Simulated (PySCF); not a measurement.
# SmCl₂: ligand-field states, part 1 of 2

What do calculations give for the ligand-field states of SmCl₂?

Computed with PySCF 2.14.0 and routines of our own; the level stands in each step. Atoms count from 0.

## 1. The starting structure

3 atoms, charge 0, states of the metal's open shell are computed; geometry from: model geometry, bond lengths from ionic radii.

## 2. Ligand-field states: state-averaged CASSCF

The job: settings as JSON, then the geometry in Å.

```
{"job": {"kind": "lf", "basis": {"metal": "x2c-TZVPall", "ligand": "x2c-SVPall"}, "nevpt": false, "roots": {"7": 7, "5": 140, "3": 113, "1": 123}}, "charge": 0, "metal": "Sm", "open_shell": "f6"}
Sm     0.000000     0.000000     0.000000
Cl     0.000000     0.000000     2.620000
Cl     0.000000     0.000000    -2.620000
```

With the program's defaults for keys left out, this is: state-averaged CASSCF of the metal f shell, state-interaction spin-orbit coupling.

On the command line:

```
$ OMP_NUM_THREADS=1 python lf_run.py task.json out
```

The driver reads the jobs from task.json and runs them one after another.

Output:

```text
basis functions 140, electrons 96, active (6e, 7o)
stage 1: DIIS on the effective Fock matrix, level shift 0.30
cycle   1  E = -11343.7967810224  dE = -1.134e+04  max|g| = 9.297e-01
cycle   2  E = -11344.3054689760  dE = -5.087e-01  max|g| = 1.089e+00
cycle   3  E = -11344.4914127427  dE = -1.859e-01  max|g| = 7.772e-01
cycle   4  E = -11344.6749219292  dE = -1.835e-01  max|g| = 1.223e-01
cycle   5  E = -11344.6818405914  dE = -6.919e-03  max|g| = 1.071e-01
cycle   6  E = -11344.6879503229  dE = -6.110e-03  max|g| = 9.429e-02
cycle   7  E = -11344.6905381595  dE = -2.588e-03  max|g| = 4.753e-02
cycle   8  E = -11344.6920428139  dE = -1.505e-03  max|g| = 3.157e-02
cycle   9  E = -11344.6924734817  dE = -4.307e-04  max|g| = 2.513e-02
cycle  10  E = -11344.6926993903  dE = -2.259e-04  max|g| = 1.992e-02
cycle  11  E = -11344.6928005659  dE = -1.012e-04  max|g| = 1.724e-02
cycle  12  E = -11344.6928709760  dE = -7.041e-05  max|g| = 1.527e-02
cycle  13  E = -11344.6929410492  dE = -7.007e-05  max|g| = 1.285e-02
cycle  14  E = -11344.6929936889  dE = -5.264e-05  max|g| = 1.399e-02
cycle  15  E = -11344.6930294804  dE = -3.579e-05  max|g| = 1.139e-02
cycle  16  E = -11344.6930599765  dE = -3.050e-05  max|g| = 1.055e-02
cycle  17  E = -11344.6930772158  dE = -1.724e-05  max|g| = 9.357e-03
cycle  18  E = -11344.6930861857  dE = -8.970e-06  max|g| = 8.064e-03
cycle  19  E = -11344.6930950080  dE = -8.822e-06  max|g| = 7.263e-03
cycle  20  E = -11344.6931007996  dE = -5.792e-06  max|g| = 7.163e-03
cycle  21  E = -11344.6931050996  dE = -4.300e-06  max|g| = 7.128e-03
cycle  22  E = -11344.6931086027  dE = -3.503e-06  max|g| = 6.416e-03
cycle  23  E = -11344.6931101361  dE = -1.533e-06  max|g| = 6.000e-03
cycle  24  E = -11344.6931103783  dE = -2.422e-07  max|g| = 5.835e-03
cycle  25  E = -11344.6931096820  dE =  6.963e-07  max|g| = 5.818e-03
cycle  26  E = -11344.6931092274  dE =  4.546e-07  max|g| = 6.029e-03
stage 2: quasi-Newton rotations from the point of smallest gradient
cycle  28  E = -11344.6931358709  dE = -2.619e-05  max|g| = 9.747e-04
cycle  29  E = -11344.6931366700  dE = -7.991e-07  max|g| = 6.219e-04
cycle  30  E = -11344.6931368132  dE = -1.432e-07  max|g| = 2.526e-04
cycle  31  E = -11344.6931368445  dE = -3.128e-08  max|g| = 1.843e-05
cycle  32  E = -11344.6931368449  dE = -3.911e-10  max|g| = 4.747e-06
converged average energy = -11344.6931368449

 mult deg   label        CASSCF/cm-1   NEVPT2/cm-1
   7   1   7Sigmag-            0.0
   7   2   7Pig              533.9
   7   2   7Deltag          1192.7
   7   2   7Phig            2197.3
   5   1   5Sigmag+        21810.5
   5   2   5Pig            21820.7
   5   2   5Deltag         22116.0
   5   2   5Hg             24839.3
   5   2   5Ig             24846.2
   5   2   5Gammag         24898.8
   5   2   5Kg             24908.2
   5   2   5Lg             24949.6
   5   2   5Phig           25009.5
   5   2   5Deltag         25136.1
   5   2   5Pig            25234.4
   5   1   5Sigmag+        25268.8
   5   1   5Sigmag+        25718.2
   5   2   5Pig            25750.5
   5   2   5Deltag         25935.2
   5   2   5Phig           26268.5
   5   2   5Gammag         26572.5
   5   1   5Sigmag-        29729.3
   5   2   5Pig            29806.2
   5   2   5Deltag         29974.8
   5   2   5Phig           30098.3
   5   2   5Hg             30111.0
   5   2   5Gammag         30116.1
   5   2   5Ig             33583.5
   5   1   5Sigmag-        34015.9
   5   2   5Hg             34053.4
   5   2   5Pig            34070.1
   5   2   5Gammag         34215.7
   5   4   5F              34315.5
   5   2   5Deltag         34427.6
   5   2   5Pig            34527.7
   5   1   5Sigmag+        34568.3
   5   2   5Phig           34988.3
   5   1   5Sigmag-        38416.6
   5   2   5Pig            38473.8
   5   2   5Deltag         38626.9
   5   2   5Phig           38820.2
   5   2   5Gammag         38989.0
   5   2   5Hg             39109.3
   5   2   5Ig             39193.4
   5   2   5Kg             39321.5
   3   2   3Pig            39534.4
   3   1   3Sigmag-        39574.7
   3   2   3Og             39945.0
   3   2   3Ng             40007.8
   3   2   3Mg             40206.6
   3   2   3Lg             40453.8
   3   2   3Kg             40686.3
   3   2   3Ig             40862.3
   3   2   3Hg             40976.7
   3   2   3Gammag         41042.4
   3   1   3Sigmag-        41067.2
   3   4   3O              41071.3
   3   2   3Deltag         41076.6
   3   4   3M              41403.7
   3   2   3Ig             41467.3

spin-orbit levels / cm-1
      0.00  x1  7Pig 0.44 7Sigmag- 0.38 7Deltag 0.13
    148.54  x2  7Pig 0.44 7Sigmag- 0.40 7Deltag 0.12
    592.29  x2  7Sigmag- 0.47 7Pig 0.44 7Deltag 0.06
   1065.40  x1  7Deltag 0.47 7Pig 0.34 7Phig 0.17
   1264.21  x2  7Deltag 0.50 7Pig 0.42 7Phig 0.05
   1345.55  x2  7Sigmag- 0.56 7Pig 0.33 7Deltag 0.08
   1708.52  x1  7Phig 0.47 7Deltag 0.33 7Sigmag- 0.17
   1787.33  x2  7Pig 0.64 7Deltag 0.27 7Phig 0.06
   2019.54  x2  7Deltag 0.59 7Sigmag- 0.22 7Phig 0.17
   2318.25  x1  7Phig 0.66 7Pig 0.32
   2529.20  x2  7Deltag 0.38 7Sigmag- 0.35 7Pig 0.17
   2588.51  x2  7Pig 0.67 7Deltag 0.28 7Phig 0.03
   2646.55  x2  7Pig 0.33 7Sigmag- 0.27 7Deltag 0.22
   2817.46  x2  7Pig 0.45 7Phig 0.32 7Deltag 0.22
   2819.32  x1  7Phig 0.46 7Deltag 0.30 7Sigmag- 0.18
   3417.99  x2  7Pig 0.31 7Phig 0.28 7Sigmag- 0.25
   3457.83  x1  7Deltag 0.51 7Pig 0.33 7Phig 0.14
   3519.27  x2  7Phig 0.40 7Pig 0.38 7Sigmag- 0.20
   3685.36  x2  7Pig 0.40 7Phig 0.35 7Deltag 0.15
   3844.33  x2  7Deltag 0.44 7Pig 0.29 7Phig 0.25
   3920.97  x1  7Pig 0.48 7Sigmag- 0.25 7Deltag 0.22
   3981.21  x2  7Deltag 0.85 7Phig 0.14
   4105.72  x2  7Deltag 0.38 7Pig 0.34 7Phig 0.16
   4424.60  x2  7Deltag 0.43 7Phig 0.35 7Pig 0.18
   4750.40  x2  7Phig 0.53 7Deltag 0.37 7Pig 0.08
   5062.56  x2  7Phig 0.70 7Deltag 0.26
   5357.87  x2  7Phig 0.84 7Deltag 0.13
   5636.83  x2  7Phig 0.98
  18522.99  x1  5Pig 0.37 5Deltag 0.31 5Sigmag+ 0.19
  19715.95  x2  5Pig 0.47 5Sigmag+ 0.29 5Deltag 0.15
```

Run time: 58 s. Hardware: 1 thread of Arm Neoverse N1, shared host; peak memory 0.67 GiB.

Warnings kept with the result: spin Hamiltonian not valid, low-lying orbital states.

In short:

```tsv
quantity	value
spin-orbit constant ζ	1103 cm⁻¹
```

Powder susceptibility:

```tsv
T (K)	χT (cm³ K/mol)	μ(eff)
2	0.031	0.50
5	0.078	0.79
10	0.155	1.11
20	0.310	1.58
30	0.466	1.93
50	0.761	2.47
75	1.054	2.90
100	1.249	3.16
150	1.475	3.43
200	1.611	3.59
250	1.717	3.71
300	1.808	3.80
```

## 3. Ligand-field states: state-averaged CASSCF (bond angle at 170°)

The job: settings as JSON, then the geometry in Å.

```
{"job": {"kind": "lf", "basis": {"metal": "x2c-TZVPall", "ligand": "x2c-SVPall"}, "nevpt": false, "roots": {"7": 7, "5": 140, "3": 113, "1": 123}, "reuse": true}, "charge": 0, "metal": "Sm", "open_shell": "f6"}
Sm     0.000000     0.000000     0.000000
Cl     0.228348     0.000000     2.610030
Cl     0.228348     0.000000    -2.610030
```

With the program's defaults for keys left out, this is: state-averaged CASSCF of the metal f shell, state-interaction spin-orbit coupling.

Output:

```text
basis functions 140, electrons 96, active (6e, 7o)
start from the orbitals of the previous structure
stage 1: DIIS on the effective Fock matrix, level shift 0.30
cycle   1  E = -11344.3601950205  dE = -1.134e+04  max|g| = 1.812e+01
cycle   2  E = -11344.6607829898  dE = -3.006e-01  max|g| = 2.784e-01
cycle   3  E = -11344.6866509292  dE = -2.587e-02  max|g| = 7.354e-02
cycle   4  E = -11344.6892146150  dE = -2.564e-03  max|g| = 5.260e-02
cycle   5  E = -11344.6924592420  dE = -3.245e-03  max|g| = 2.262e-02
cycle   6  E = -11344.6930084611  dE = -5.492e-04  max|g| = 2.217e-02
cycle   7  E = -11344.6933427254  dE = -3.343e-04  max|g| = 9.188e-03
cycle   8  E = -11344.6934089102  dE = -6.618e-05  max|g| = 1.024e-02
cycle   9  E = -11344.6934458323  dE = -3.692e-05  max|g| = 6.831e-03
cycle  10  E = -11344.6934617912  dE = -1.596e-05  max|g| = 6.925e-03
...
cycle  28  E = -11344.6934880322  dE = -3.633e-09  max|g| = 4.333e-05
cycle  29  E = -11344.6934880351  dE = -2.907e-09  max|g| = 2.557e-05
cycle  30  E = -11344.6934880369  dE = -1.777e-09  max|g| = 1.737e-05
cycle  31  E = -11344.6934880379  dE = -1.044e-09  max|g| = 1.524e-05
cycle  32  E = -11344.6934880386  dE = -6.985e-10  max|g| = 1.341e-05
cycle  33  E = -11344.6934880393  dE = -6.676e-10  max|g| = 1.162e-05
cycle  34  E = -11344.6934880400  dE = -7.185e-10  max|g| = 1.568e-05
cycle  35  E = -11344.6934880403  dE = -2.801e-10  max|g| = 1.507e-05
cycle  36  E = -11344.6934880404  dE = -1.164e-10  max|g| = 1.440e-05
cycle  37  E = -11344.6934880405  dE = -4.547e-11  max|g| = 1.103e-05
cycle  38  E = -11344.6934880405  dE = -4.184e-11  max|g| = 8.539e-06
converged average energy = -11344.6934880405

 mult deg   label        CASSCF/cm-1   NEVPT2/cm-1
   7   1   7B2                 0.0
   7   1   7A2               505.6
   7   1   7B1               520.4
   7   1   7B2              1165.9
   7   1   7A1              1165.9
   7   1   7B1              2156.6
   7   1   7A2              2156.6
   5   1   5A1             21787.3
   5   1   5B1             21796.5
   5   1   5A2             21798.1
   5   1   5B2             22087.8
   5   1   5A1             22087.8
   5   1   5B1             24819.7
   5   1   5A2             24819.7
   5   1   5B2             24824.2
   5   1   5A1             24824.2
   5   1   5B2             24878.9
   5   1   5A1             24878.9
   5   1   5B1             24882.5
   5   1   5A2             24882.5
   5   1   5B2             24924.3
   5   1   5A1             24924.3
   5   1   5B1             24986.4
   5   1   5A2             24986.4
   5   1   5B2             25108.5
   5   1   5A1             25108.5
   5   1   5A2             25201.5
   5   1   5B1             25204.3
   5   1   5A1             25236.1
   5   1   5A1             25697.3
   5   1   5B1             25729.1
   5   1   5A2             25731.8
   5   1   5B2             25911.5
   5   1   5A1             25911.5
   5   1   5B1             26239.3
   5   1   5A2             26239.3
   5   1   5B2             26539.6
   5   1   5A1             26539.6
   5   1   5B2             29711.8
   5   1   5A2             29785.0
   5   1   5B1             29786.9
   5   1   5B2             29949.1
   5   1   5A1             29949.1
   5   1   5B1             30070.1
   5   1   5A2             30070.1
   5   1   5B1             30085.8
   5   1   5A2             30085.8
   5   1   5B2             30089.7
   5   1   5A1             30089.7
   5   1   5B2             33570.0
   5   1   5A1             33570.0
   5   1   5B2             33991.5
   5   1   5B1             34026.6
   5   1   5A2             34026.6
   5   1   5A2             34046.6
   5   1   5B1             34047.2
   5   1   5B2             34188.1
   5   1   5A1             34188.1
   5   1   5B1             34289.2
   5   1   5A2             34289.2

spin-orbit levels / cm-1
      0.00  x1  7B2 0.38 7A2 0.22 7B1 0.22
    147.34  x1  7B2 0.40 7A2 0.33 7B1 0.12
    151.26  x1  7B2 0.40 7B1 0.33 7A2 0.12
    594.72  x1  7B2 0.46 7A2 0.22 7B1 0.22
    594.75  x1  7B2 0.46 7B1 0.22 7A2 0.22
   1052.02  x1  7B2 0.23 7A1 0.23 7B1 0.17
   1251.96  x1  7A2 0.31 7A1 0.25 7B2 0.25
   1253.93  x1  7B1 0.30 7B2 0.25 7A1 0.25
   1349.65  x2  7B2 0.55 7B1 0.17 7A2 0.16
   1693.22  x1  7B1 0.24 7A2 0.24 7B2 0.17
   1777.71  x1  7A2 0.32 7B1 0.31 7A1 0.27
   1777.75  x1  7A2 0.32 7B1 0.31 7B2 0.27
   2009.64  x1  7B2 0.29 7A1 0.29 7B2 0.22
   2010.36  x1  7A1 0.29 7B2 0.29 7B2 0.22
   2297.69  x1  7A2 0.33 7B1 0.33 7B1 0.16
   2525.24  x2  7B2 0.35 7B2 0.19 7A1 0.19
   2578.87  x2  7A2 0.36 7B1 0.31 7A1 0.14
   2640.44  x1  7B2 0.26 7B2 0.22 7B1 0.19
   2640.47  x1  7B2 0.26 7A1 0.22 7B1 0.19
   2799.80  x1  7A2 0.33 7A2 0.16 7B1 0.16
   2804.79  x1  7B1 0.23 7A2 0.23 7B2 0.18
   2805.30  x1  7B1 0.33 7B1 0.16 7A2 0.16
   3408.41  x1  7B2 0.25 7B1 0.17 7B1 0.14
   3410.38  x1  7B2 0.25 7A2 0.18 7A2 0.14
   3444.42  x1  7B2 0.25 7A1 0.25 7A2 0.19
   3508.13  x1  7B2 0.21 7A2 0.20 7B1 0.20
   3508.38  x1  7B1 0.21 7B2 0.21 7B1 0.20
   3671.61  x2  7B1 0.21 7A2 0.20 7B1 0.18
   3829.35  x2  7B2 0.22 7A1 0.22 7B1 0.15
   3917.08  x1  7B2 0.26 7B1 0.24 7A2 0.24
```

Run time: 46 s. Hardware: 1 thread of Arm Neoverse N1, shared host; peak memory 0.67 GiB.

Warnings kept with the result: spin Hamiltonian not valid, low-lying orbital states.

Key values:

```tsv
quantity	value
spin-orbit constant ζ	1103 cm⁻¹
```

Powder susceptibility:

```tsv
T (K)	χT (cm³ K/mol)	μ(eff)
2	0.031	0.50
20	0.307	1.57
100	1.241	3.15
300	1.801	3.79
```

## 4. Ligand-field states: state-averaged CASSCF (bond angle at 160°)

Settings changed since step 3:

```diff
@@ -2,3 +2,3 @@
 Sm     0.000000     0.000000     0.000000
-Cl     0.228348     0.000000     2.610030
-Cl     0.228348     0.000000    -2.610030
+Cl     0.454958     0.000000     2.580196
+Cl     0.454958     0.000000    -2.580196
```

Level: state-averaged CASSCF of the metal f shell, state-interaction spin-orbit coupling.

Output:

```text
basis functions 140, electrons 96, active (6e, 7o)
start from the orbitals of the previous structure
stage 1: DIIS on the effective Fock matrix, level shift 0.30
cycle   1  E = -11344.3681746526  dE = -1.134e+04  max|g| = 1.867e+01
cycle   2  E = -11344.6622206358  dE = -2.940e-01  max|g| = 2.470e-01
cycle   3  E = -11344.6876119221  dE = -2.539e-02  max|g| = 6.591e-02
cycle   4  E = -11344.6900396415  dE = -2.428e-03  max|g| = 5.588e-02
cycle   5  E = -11344.6933288436  dE = -3.289e-03  max|g| = 2.077e-02
cycle   6  E = -11344.6938908914  dE = -5.620e-04  max|g| = 2.346e-02
cycle   7  E = -11344.6942293193  dE = -3.384e-04  max|g| = 8.172e-03
cycle   8  E = -11344.6942930213  dE = -6.370e-05  max|g| = 1.044e-02
cycle   9  E = -11344.6943294164  dE = -3.640e-05  max|g| = 7.071e-03
cycle  10  E = -11344.6943446804  dE = -1.526e-05  max|g| = 6.990e-03
...
cycle  27  E = -11344.6943702097  dE = -4.078e-09  max|g| = 1.165e-04
cycle  28  E = -11344.6943702144  dE = -4.668e-09  max|g| = 8.241e-05
cycle  29  E = -11344.6943702181  dE = -3.758e-09  max|g| = 4.449e-05
cycle  30  E = -11344.6943702210  dE = -2.839e-09  max|g| = 3.757e-05
cycle  31  E = -11344.6943702226  dE = -1.617e-09  max|g| = 1.745e-05
cycle  32  E = -11344.6943702234  dE = -8.331e-10  max|g| = 1.132e-05
cycle  33  E = -11344.6943702241  dE = -6.239e-10  max|g| = 1.228e-05
cycle  34  E = -11344.6943702248  dE = -7.021e-10  max|g| = 1.311e-05
cycle  35  E = -11344.6943702252  dE = -4.311e-10  max|g| = 1.192e-05
cycle  36  E = -11344.6943702253  dE = -1.146e-10  max|g| = 1.073e-05
cycle  37  E = -11344.6943702254  dE = -6.548e-11  max|g| = 9.603e-06
converged average energy = -11344.6943702254

 mult deg   label        CASSCF/cm-1   NEVPT2/cm-1
   7   1   7B2                 0.0
   7   1   7A2               426.7
   7   1   7B1               483.2
   7   1   7B2              1089.9
   7   1   7A1              1090.4
   7   1   7B1              2040.8
   7   1   7A2              2040.8
   5   1   5A1             21721.3
   5   1   5B1             21727.7
   5   1   5A2             21734.0
   5   1   5A1             22007.8
   5   1   5B2             22007.9
   5   1   5B2             24761.7
   5   1   5A1             24761.7
   5   1   5B1             24763.9
   5   1   5A2             24763.9
   5   1   5B1             24809.9
   5   1   5A2             24809.9
   5   1   5B2             24821.9
   5   1   5A1             24821.9
   5   1   5B2             24852.8
   5   1   5A1             24852.8
   5   1   5B1             24920.7
   5   1   5A2             24920.7
   5   1   5A1             25030.0
   5   1   5B2             25030.3
   5   1   5A2             25108.8
   5   1   5B1             25119.2
   5   1   5A1             25144.0
   5   1   5A1             25638.3
   5   1   5B1             25668.3
   5   1   5A2             25679.1
   5   1   5B2             25844.5
   5   1   5A1             25844.8
   5   1   5B1             26157.0
   5   1   5A2             26157.0
   5   1   5B2             26446.2
   5   1   5A1             26446.2
   5   1   5B2             29661.8
   5   1   5A2             29725.0
   5   1   5B1             29732.1
   5   1   5A1             29876.6
   5   1   5B2             29876.7
   5   1   5B1             29990.4
   5   1   5A2             29990.4
   5   1   5B1             30014.2
   5   1   5A2             30014.2
   5   1   5B2             30014.9
   5   1   5A1             30014.9
   5   1   5B2             33531.5
   5   1   5A1             33531.5
   5   1   5B2             33922.4
   5   1   5B1             33951.2
   5   1   5A2             33951.2
   5   1   5A2             33980.0
   5   1   5B1             33983.1
   5   1   5B2             34110.0
   5   1   5A1             34110.0
   5   1   5B1             34213.0
   5   1   5A2             34213.0

spin-orbit levels / cm-1
      0.00  x1  7B2 0.36 7A2 0.23 7B1 0.21
    143.79  x1  7B2 0.39 7A2 0.34 7B1 0.11
    159.43  x1  7B2 0.39 7B1 0.33 7A2 0.12
    601.58  x1  7B2 0.45 7A2 0.24 7B1 0.22
    602.09  x1  7B2 0.45 7B1 0.23 7A2 0.22
   1014.69  x1  7B2 0.23 7A1 0.23 7B1 0.17
   1217.77  x1  7A2 0.32 7A1 0.26 7B2 0.24
   1225.02  x1  7B1 0.28 7B2 0.26 7A1 0.24
   1361.29  x1  7B2 0.53 7B1 0.19 7A2 0.16
   1361.30  x1  7B2 0.53 7B1 0.19 7A2 0.16
   1649.14  x1  7A2 0.25 7B1 0.25 7B2 0.16
   1751.08  x1  7A2 0.33 7B1 0.30 7A1 0.27
   1751.66  x1  7A2 0.32 7B1 0.30 7B2 0.27
   1981.37  x1  7B2 0.29 7A1 0.29 7B2 0.22
   1984.83  x1  7A1 0.29 7B2 0.29 7B2 0.22
   2240.02  x1  7A2 0.33 7B1 0.33 7B1 0.16
   2515.03  x2  7B2 0.37 7B2 0.19 7A1 0.19
   2551.47  x2  7A2 0.39 7B1 0.26 7A1 0.14
   2624.11  x1  7B2 0.25 7B1 0.24 7B2 0.21
   2624.60  x1  7B2 0.25 7B1 0.24 7A1 0.21
   2750.26  x1  7A2 0.33 7A2 0.16 7B1 0.16
   2764.86  x1  7B1 0.22 7A2 0.22 7B2 0.18
   2771.53  x1  7B1 0.33 7B1 0.17 7A2 0.17
   3381.17  x1  7B2 0.24 7B1 0.15 7A2 0.14
   3390.01  x1  7B2 0.25 7A2 0.17 7A2 0.13
   3405.67  x1  7B2 0.25 7A1 0.24 7A2 0.23
   3477.76  x1  7B2 0.22 7A2 0.20 7B1 0.20
   3481.10  x1  7B1 0.24 7B2 0.21 7B1 0.20
   3633.97  x1  7B1 0.37 7B1 0.22 7A2 0.19
   3633.98  x1  7A2 0.37 7B1 0.22 7A2 0.19
```

Wall time 46 s (1 thread of Arm Neoverse N1, shared host); peak memory 0.67 GiB.

Warnings kept with the result: spin Hamiltonian not valid, low-lying orbital states.

In short:

```tsv
quantity	value
spin-orbit constant ζ	1103 cm⁻¹
```

Powder susceptibility:

```tsv
T (K)	χT (cm³ K/mol)	μ(eff)
2	0.030	0.49
20	0.300	1.55
100	1.218	3.12
300	1.781	3.77
```

(Continued in part 2 of 2.)
